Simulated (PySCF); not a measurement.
The system is N2, in a box.

```
N
1.0
    10.00000    0.00000    0.00000
     0.00000   10.00000    0.00000
     0.00000    0.00000   10.00000
N
2
Direct
  0.54408 0.49004 0.53310
  0.45956 0.51813 0.47718
```

The cell isn't the ideal one: atoms moved at random, drawn with an rms of 0.05 Å.

Base run:

| Property | Result |
| --- | --- |
| Program | PySCF 2.14.0 |
| Functional | BHandHLYP |
| Dispersion | D3 |
| Potentials or basis | pob-tzvp-rev2 (all-electron) |
| k mesh | 1 × 1 × 1 |
| Occupations | fixed |
| Spin | no spin polarisation |

Its results: gap between the frontier levels 15.54 eV.

Q: After a change of settings the same cell gave: gap between the frontier levels 15.41 eV. Which change was it?
A. functional from BHandHLYP to rSCAN; dispersion from D3 to D3(BJ)
B. functional from BHandHLYP to PBE; dispersion from D3 to none
C. functional from BHandHLYP to TASK; dispersion from D3 to none
D. functional from BHandHLYP to M06-2X

A: D.

Caveats: this is a molecule in a periodic box at the Γ point, so its band gap is the HOMO-LUMO gap; the basis of atomic orbitals isn't converged, which shifts pressures, moduli and gaps.
